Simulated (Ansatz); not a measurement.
Relaxation of a periodic cell of 17 atoms, Zr8N9 (host ZrN, host structure Fm-3m, interstitial N), to a largest force component of 0.03 eV/Å in at most 60 steps.

Level of theory: DFT PBEsol, scalar-relativistic, plane waves, PAW (Ansatz 0.2.0). Settings: PAW set soft_1, cutoff 420 eV, k mesh 4x4x4, fermi-dirac smearing 0.1 eV, no spin polarisation.

```xyz
17
Lattice="0.0000 4.5370 4.5370 4.5370 0.0000 4.5370 4.5370 4.5370 0.0000" Properties=species:S:1:pos:R:3
Zr 0.000 0.000 0.000
N 2.268 2.268 2.268
Zr 2.268 2.268 0.000
N 4.537 4.537 2.268
Zr 2.268 0.000 2.268
N 4.537 2.268 4.537
Zr 4.537 2.268 2.268
N 6.806 4.537 4.537
Zr 0.000 2.268 2.268
N 2.268 4.537 4.537
Zr 2.268 4.537 2.268
N 4.537 6.806 4.537
Zr 2.268 2.268 4.537
N 4.537 4.537 6.806
Zr 4.537 4.537 4.537
N 6.806 6.806 6.806
N 5.630 5.679 5.620
```

**Question.** Where does it end, and by what steps?

**Answer.** It converged. The force dipped under the threshold on the way, but the program's further checks kept it going. Limits of this set-up: coarse k mesh, odd electron count without spin, PAW files made for another functional. After 4 steps the energy has fallen by 2.510 eV; N12 moved furthest, 0.24 Å.

| step | energy less start (eV) | largest force component (eV/Å) | accepted |
| --- | --- | --- | --- |
| 0 | 0.0000 | 3.091 | yes |
| 1 | -2.2965 | 1.002 | yes |
| 2 | -2.4703 | 0.385 | yes |
| 3 | -2.5100 | 0.017 | yes |
| 4 | -2.5100 | 0.018 | yes |

```xyz
17
Lattice="0.0000 4.5370 4.5370 4.5370 0.0000 4.5370 4.5370 4.5370 0.0000" Properties=species:S:1:pos:R:3
Zr -0.006 -0.003 -0.007
N 2.276 2.279 2.275
Zr 2.270 2.273 -0.007
N 4.524 4.527 2.276
Zr 2.270 -0.003 2.269
N 4.524 2.279 4.524
Zr 4.527 2.277 2.273
N 6.940 4.400 4.396
Zr -0.006 2.273 2.270
N 2.276 4.527 4.523
Zr 2.274 4.530 2.273
N 4.397 6.944 4.397
Zr 2.274 2.277 4.526
N 4.397 4.401 6.940
Zr 4.527 4.529 4.527
N 6.940 6.944 6.940
N 5.669 5.672 5.668
```

Time of the run: 63 s on 4 threads of Arm Neoverse V2, on a shared host, peak memory 1 GiB.
